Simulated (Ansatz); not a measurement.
# GaH3S: the cost of one run

The runs use Ansatz 0.2.0, Gaussian basis; PBE0-D4/def2-TZVP structures, single points in def2-TZVPP, no counterpoise correction.

Levels: SPW92, PBE-D4, BLYP-D4, r2SCAN-D4, B97M-V, PBE0-D4, B3LYP-D4, r2SCAN0-D4, BHLYP-D4, CAM-B3LYP-D4, wB97X-V, wB97M-V, B2PLYP, PBE-QIDH, RPA on PBE, Hartree-Fock, MP2, CCSD, CCSD(T).

Cores are frozen in the correlated methods. Filled d shells of the heavier atoms are correlated. B3LYP uses VWN-RPA correlation. B2PLYP carries no dispersion term here.

94 further runs of the same task are left out: 94 set aside as unsound or not needed.

## Step 1: The starting structure

The complex: 8 atoms, charge 0, spin multiplicity 1.

Atoms are counted from 1 here; the program's logs count them from 0.

Bond lengths: Ga1–O2 2.182 Å, Ga1–H3 1.560 Å, Ga1–H4 1.567 Å, Ga1–S6 2.261 Å, O2–H5 0.972 Å, O2–H7 0.963 Å, S6–H8 1.343 Å. Angles: O2–Ga1–H3 101.4°, O2–Ga1–H4 97.6°, O2–Ga1–S6 89.7°, H3–Ga1–H4 126.6°, H3–Ga1–S6 116.5°, H4–Ga1–S6 113.0°, Ga1–O2–H5 95.3°, Ga1–O2–H7 113.1°, H5–O2–H7 106.9°, Ga1–S6–H8 95.2°.

Geometry (Å):

```mol
GaH5OS
  3D, bonds by distance, orders not assigned

  8  7  0  0  0  0  0  0  0  0999 V2000
   -0.1363   -0.8744    0.3473 Ga  0  0
   -1.0013    0.9996   -0.3606 O   0  0
   -0.5554   -1.8566   -0.7906 H   0  0
   -0.7129   -0.8317    1.8037 H   0  0
   -0.1535    1.4694   -0.4300 H   0  0
    1.9289    0.0329    0.1861 S   0  0
   -1.5201    1.4548    0.3114 H   0  0
    2.1507   -0.3941   -1.0672 H   0  0
  1  2  8  0
  1  3  8  0
  1  4  8  0
  1  6  8  0
  2  5  8  0
  2  7  8  0
  6  8  8  0
M  END
```

Its parts: GaH₃S holds atoms 1, 3, 4, 6, 8; H₂O holds atoms 2, 5, 7. Each part counts its atoms afresh in its own runs.

## Step 2: Relaxing GaH₃S alone

Contents of relax-a/in.yaml:

```yaml
crystal:
  periodic: [false, false, false]
  atoms:
    - {symbol: Ga, position_ang: [-0.136346, -0.874366, 0.347287]}
    - {symbol: H, position_ang: [-0.555444, -1.856555, -0.790604]}
    - {symbol: H, position_ang: [-0.712888, -0.831676, 1.803714]}
    - {symbol: S, position_ang: [1.928877, 0.032862, 0.186085]}
    - {symbol: H, position_ang: [2.150691, -0.394124, -1.067229]}
basis:
  gaussian: {orbitals: def2-TZVP}
hamiltonian: {xc: pbe0, dispersion: d4}
relax: {f_tol: 0.005, max_steps: 200}
```

Run with:

```bash
$ ansatz run in.yaml --threads 4 --pin off --events-out ev --progress --plain --max-ram 9574MiB
```

**Question.** How long does this run take on 4 threads of Intel Xeon at 2.50GHz, shared host?

About 11 s.
